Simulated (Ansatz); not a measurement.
This script makes a test of scalar relativity of HZn with the Python package of Ansatz (0.2.0).

Script `x2c.py`:
```python
# -*- coding: utf-8 -*-
import ansatz as az
import numpy as np


def main():
    geometry_ang = [
        ("Zn", (0.0, 0.0, 0.0)),
        ("H", (0.0, 0.0, 1.51)),
    ]
    mol = az.Crystal.molecule()
    for symbol, xyz in geometry_ang:
        mol = mol.atom(symbol, xyz)

    model = mol.calculation()
    model = model.functional("PBE")
    model = model.spin("collinear", total=1)
    model = model.forces()
    sets = {"none": "cc-pVTZ", "scalar": "cc-pVTZ-DK"}
    found = {kind: model.basis(gaussian=basis).pseudopotentials(relativity=kind).run().report for kind, basis in sets.items()}
    for kind, each in found.items():
        dipole = 4.803205 * np.linalg.norm(each["charge_distribution"]["dipole_moment_e_ang"])
        print(f"{kind:7s} E = {each['free_energy_ev']:.4f} eV  dipole {dipole:.3f} D  largest force component {np.abs(each['forces_ev_ang']).max():.4f} eV/A")
    print(f"relativity lowers the total energy by {found['none']['free_energy_ev'] - found['scalar']['free_energy_ev']:.3f} eV")


if __name__ == "__main__":
    main()
```

What does scalar relativity change in the total energy and in the dipole?

The total moves by -449.4 eV, nearly all in the cores, and the dipole from 0.21 to 0.18 D.

The run itself:

```console
$ python x2c.py
none    E = -48428.2883 eV  dipole 0.210 D  largest force component 1.1994 eV/A
scalar  E = -48877.6512 eV  dipole 0.180 D  largest force component 1.0374 eV/A
relativity lowers the total energy by 449.363 eV
```

These settings explore the input space; basis and method may be short of convergence. The geometry is a force-field or estimated start, not a minimum of this method. The basis set changes with the Hamiltonian (a set recontracted for scalar relativity), and most of the change in the total lies in the cores. The run takes the species as open-shell (spin multiplicity 2), which needn't be its ground state. It ran for 4.1 s on 1 thread of Arm Neoverse V2 (shared host), peak memory 0.21 GiB.
